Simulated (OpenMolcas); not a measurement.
**Pt³⁺ among point charges: CASSCF and CASPT2 levels and susceptibility**

Aim: the splitting of the states of Pt³⁺ in the field of 6 point charges, its lowest levels with spin-orbit coupling and its magnetic susceptibility.

Method: state-averaged CASSCF and CASPT2, spin-orbit coupling by RASSI with atomic mean-field integrals. Code: OpenMolcas 26.06.

## 1. What is computed

```
Species                           : Pt³⁺ (platinum, Z = 78, 75 electrons)
Basis                             : ANO-RCC-VTZP [8s7p5d3f1g], 84 functions
Scalar Hamiltonian                : DKH2, point nucleus
Inactive shells                   : 1s 2s 2p 3s 3p 3d 4s 4p 4d 4f 5s 5p
Active space                      : 7 electrons in 5 orbitals (5d)
Some configurations of this space : 5d7
Orbitals                          : optimised for each spin and parity, averaged over all roots
```

Outer shells as boxes (Hund's rule):

5d7
```
5d [↑↓][↑↓][↑ ][↑ ][↑ ]
```

The ion sits among 6 point charges of -1.7 e arranged as a tetragonal octahedron (D4h), 2.11 Å from the ion, with the axial distance 2.722 Å.

Each step is its own input file, run in one work folder so that later steps find the files of earlier ones. Labels, J, g values, rates, χT and fits are worked out afterwards by a script from the matrices that RASSI stores. The input lists half of the charges; inversion (Group=XYZ) makes the rest.

## 2. Basis and integrals

File a.inp:

```
&GATEWAY
Coord
1

Pt 0.0 0.0 0.0
Basis=ANO-RCC-VTZP
Group=XYZ
NoMove
AngMom=0.0 0.0 0.0
AMFI
XField
3 Angstrom 0
2.110000 0.000000 0.000000 -1.700000
0.000000 2.110000 0.000000 -1.700000
0.000000 0.000000 2.721900 -1.700000
&SEWARD
```

The run is started by

```bash
OMP_NUM_THREADS=1 MOLCAS_MEM=1689 MOLCAS_PROJECT=a pymolcas a.inp > a.log
```

## 3. Reference wave functions, quartets of even parity, 10 roots

File a.inp:

```
&RASSCF
FileOrb=start.orb
Symmetry=1
Spin=4
nActEl=7 0 0
Inactive=15 19
Ras2=5 0
CIRoot=10 10 1
SDav=10
CIMx=300
Iter=120 100
PrWF=0.3
OrbListing=Nothing
MaxOrb=0
>>> COPY $Project.JobIph JOB001
```

start.orb holds the contracted functions of the basis, ordered by shell, or the orbitals of the step before.

## 4. Reference wave functions, doublets of even parity, 40 roots

File a.inp:

```
&RASSCF
FileOrb=start.orb
Symmetry=1
Spin=2
nActEl=7 0 0
Inactive=15 19
Ras2=5 0
CIRoot=40 40 1
SDav=40
CIMx=300
Iter=120 100
PrWF=0.3
OrbListing=Nothing
MaxOrb=0
>>> COPY $Project.JobIph JOB002
```

## 5. RASSI: spin-orbit coupling between the states

File a.inp:

```
&RASSI
NrOfJobIphs=2 10 40
1 2 3 4 5 6 7 8 9 10
1 2 3 4 5 6 7 8 9 10 11 12 13 14 15 16 17 18 19 20 21 22 23 24 25 26 27
28 29 30 31 32 33 34 35 36 37 38 39 40
IphNames
JOB001
JOB002
EJob
SpinOrbit
DIPRint=1.0
SOCoupling=1000.0
Subsets=2
Property=9
'ANGMOM' 1 'ANGMOM' 2 'ANGMOM' 3 'MLTPL  1' 1 'MLTPL  1' 2 'MLTPL  1' 3
'AMFI' 1 'AMFI' 2 'AMFI' 3
SOProperty=3
'ANGMOM' 1 'ANGMOM' 2 'ANGMOM' 3
```

## 6. CASPT2: IPEA 0.25, imaginary shift 0.1 (closed shells correlated: 5s 5p)

File a.inp:

```
>>> COPY JOB001 $Project.JobIph
&CASPT2
Multistate=10 1 2 3 4 5 6 7 8 9 10
NoMult
Frozen=14 16
IPEA=0.25
Imaginary=0.1
MaxIter=60
WThr=0.0 0.3 0.05
PrWF=0.5
NoMix
>>> COPY JOB002 $Project.JobIph
&CASPT2
Multistate=40 1 2 3 4 5 6 7 8 9 10 11 12 13 14 15 16 17 18 19 20 21 22
23 24 25 26 27 28 29 30 31 32 33 34 35 36 37 38 39 40
NoMult
Frozen=14 16
IPEA=0.25
Imaginary=0.1
MaxIter=60
WThr=0.0 0.3 0.05
PrWF=0.5
NoMix
```

(Steps that only read results are left out.)

Q: Predict the outcome of this session. Wanted: spin-free ground state; first state of the same spin within the active space; lowest level; next level.

The runs gave:

| quantity | value |
| --- | --- |
| method | SS-CASPT2, IPEA 0.25, imaginary shift 0.1 (closed shells correlated: 5s 5p) |
| spin-free ground state | 4A2, 1-fold in its orbital part |
| first state of the same spin within the active space | 4E at 1550 cm⁻¹ |
| lowest level | 2-fold E1/2, g = 1.37, 6.35, 6.35 |
| next level | 876.0 cm⁻¹ |
| χT at 300 K | 3.66 cm³ K/mol |
| effective moment at 300 K | 5.41 μB |

Cost by method:

```csv
method,time of its own steps,time with the reference
A. CASSCF,12 s,12 s
"B. SS-CASPT2, IPEA 0.25, imaginary shift 0.1, +5s 5p",9.4 s,22 s
```

Times are of one thread on a shared host.

The spin-free ground state (4A2) comes to 94 % from free-ion F terms and keeps the highest spin of the shell. χT at 300 K is 3.66, against 1.88 cm³ K/mol for the spin alone, so orbital moment adds to it. An active space of the d shell alone favours high spin; real ions in strong fields can be low spin. The field of point charges can differ much from that of real complexes. With metal d orbitals alone active, the gaps between spin states are rough; where two lie within a few thousand cm-1, their order is open. Point charges carry no covalency, so the field is a model and not that of real ligands.
